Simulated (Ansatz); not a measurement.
## CH3NOTe, SMILES N=C(O)[TeH]: a rigid scan of one bond angle, step by step

With Ansatz's Python interface.

Run as a notebook:

```python
import warnings

import ansatz
from ase import Atoms
```

```python
warnings.simplefilter("ignore", ansatz.DeckWarning)
```

```python
atoms = Atoms(["N", "C", "O", "Te", "H", "H", "H"], positions=[
    (0.6126, -1.1707, -0.39),
    (-0.02, -0.177, 0.2526),
    (0.4964, 0.2896, 1.4325),
    (-1.7296, 0.7059, -0.4824),
    (0.1677, -1.4889, -1.3162),
    (1.3831, -0.0937, 1.8181),
    (-0.8489, 1.8667, -1.3604),
])
```

```python
# relax first, so that the scan starts from a minimum
first = (
    ansatz.Crystal.molecule_from_ase(atoms).calculation()
    .basis(gaussian="def2-SVP")
    .functional("PBE")
    .accuracy("medium")  # preset for grids and thresholds
    .relax(force_tolerance=0.02, max_steps=80)
)
atoms.positions = first.run(threads=1).report["positions_ang"]
```

    

```python
rows = []
for angle in [90, 100, 110, 120, 135, 150, 165, 179]:
    bent = atoms.copy()
    bent.set_angle(1, 0, 4, angle, indices=[4])
    calc = ansatz.Crystal.molecule_from_ase(bent).calculation()
    calc = calc.basis(gaussian="def2-SVP")
    calc = calc.functional("PBE")
    calc = calc.accuracy("medium")
    rows.append((angle, calc.run(threads=1).report["free_energy_ev"]))
floor = min(e for _, e in rows)
for angle, e in rows:
    print(f"angle C1-N0-H4 = {angle:3d} deg   {1000 * (e - floor):9.1f} meV")
```

    angle C1-N0-H4 =  90 deg       422.9 meV
    angle C1-N0-H4 = 100 deg       127.2 meV
    angle C1-N0-H4 = 110 deg         0.0 meV
    angle C1-N0-H4 = 120 deg         6.2 meV
    angle C1-N0-H4 = 135 deg       187.2 meV
    angle C1-N0-H4 = 150 deg       468.0 meV
    angle C1-N0-H4 = 165 deg       735.1 meV
    angle C1-N0-H4 = 179 deg       889.3 meV

Notes:
- These settings explore the input space; basis and method may be short of convergence.
- The scan is rigid, and the energies are electronic, in a modest basis. The zero is the lowest point of the grid, which needn't be the minimum.
- def2 sets replace the cores of elements past krypton by effective core potentials.
- The whole script took 2.2 min on 1 thread of Arm Neoverse N1 (shared host), peak memory 0.22 GiB.

(Lines on the test bed's own set-up are left out of the output.)
